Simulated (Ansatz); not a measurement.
# PtGe (Pnma): equation of state

Aim: the bulk modulus of PtGe (Pnma) from energies at several volumes around the relaxed one, with shape and atoms relaxed at each.

Computed with Ansatz 0.2.0 (DFT r²SCAN, scalar-relativistic, plane waves, PAW, unless a step's input says otherwise).

### 1 The starting structure

The structure is orthorhombic, space group Pnma (No. 62). The conventional cell has a = 5.779 Å, b = 3.705 Å, c = 6.138 Å, α = 90.00°, β = 90.00°, γ = 90.00°. Ge (site symmetry m) is surrounded by 6 Pt at 2.48 to 2.68 Å. Pt (site symmetry m) is surrounded by 6 Ge at 2.48 to 2.68 Å.

Coordinates:

```xyz
8
Lattice="5.7789 0.0000 0.0000 0.0000 3.7054 0.0000 0.0000 0.0000 6.1382" Properties=species:S:1:pos:R:3 pbc="T T T"
Ge    1.0810    0.9263    3.6001
Ge    1.8084    2.7790    0.5310
Ge    3.9705    0.9263    5.6072
Ge    4.6979    2.7790    2.5381
Pt    5.7623    0.9263    1.1898
Pt    2.9060    2.7790    4.2589
Pt    2.8728    0.9263    1.8793
Pt    0.0166    2.7790    4.9484
```

An earlier run at r²SCAN left this cell at 16.430 Å³/atom and -0.06 GPa (6×10×6 mesh).

Volume factors to run: 0.980, 1.020, 0.960, 1.040.

### 2 Volume × 0.980

input.yaml reads:

```yaml
crystal:
  lattice:
    - [5.7400876912, 0.0, 0.0]
    - [0.0, 3.6805153385, 0.0]
    - [0.0, 0.0, 6.096985275]
  atoms:
    - { symbol: Ge, position: [0.1870635474, 0.25, 0.5865098201] }
    - { symbol: Ge, position: [0.3129364526, 0.75, 0.0865098201] }
    - { symbol: Ge, position: [0.6870635474, 0.25, 0.9134901799] }
    - { symbol: Ge, position: [0.8129364526, 0.75, 0.4134901799] }
    - { symbol: Pt, position: [0.9971253416, 0.25, 0.1938355806] }
    - { symbol: Pt, position: [0.5028746584, 0.75, 0.6938355806] }
    - { symbol: Pt, position: [0.4971253416, 0.25, 0.3061644194] }
    - { symbol: Pt, position: [0.0028746584, 0.75, 0.8061644194] }
basis:
  ecutwfc: 500
  ecutrho_ratio: 4
kpoints:
  mp_grid: { grid: [6, 10, 6] }
hamiltonian:
  xc: r2scan
scf:
  occupations: { method: gaussian, width: 0.05 }
output:
  forces: true
  stress: true
  eigenvalues: true
relax:
  f_tol: 0.01
  max_steps: 40
  cell: { stress_tol: 0.1, fix: [volume] }
```

Launch:

```sh
ansatz run input.yaml --threads 4 --pin off --max-ram 10240MiB --backend cpu --events-out ev --progress --plain --runs-dir out
```

After this run come: Scaling the volume by 1.020; Volume × 0.960; Scaling the volume by 1.040.

Before running it: what results should come out? Wanted: V0; B0; B0′; scatter of the fit.

The runs gave:

| quantity | value |
| --- | --- |
| V0 | 16.424 Å³/atom |
| B0 | 157 GPa |
| B0′ | 5.4 |
| scatter of the fit | 0.006 meV/atom |

**Reading.** A third-order Birch–Murnaghan fit puts the minimum at 16.42 Å³/atom with a bulk modulus of 157 GPa. One per cent of compression takes about 1.6 GPa. These are values at 0 K without zero-point motion. Spin–orbit coupling is left out, though the cell holds Pt; in elements this heavy it can shift levels and gaps by tenths of an eV.
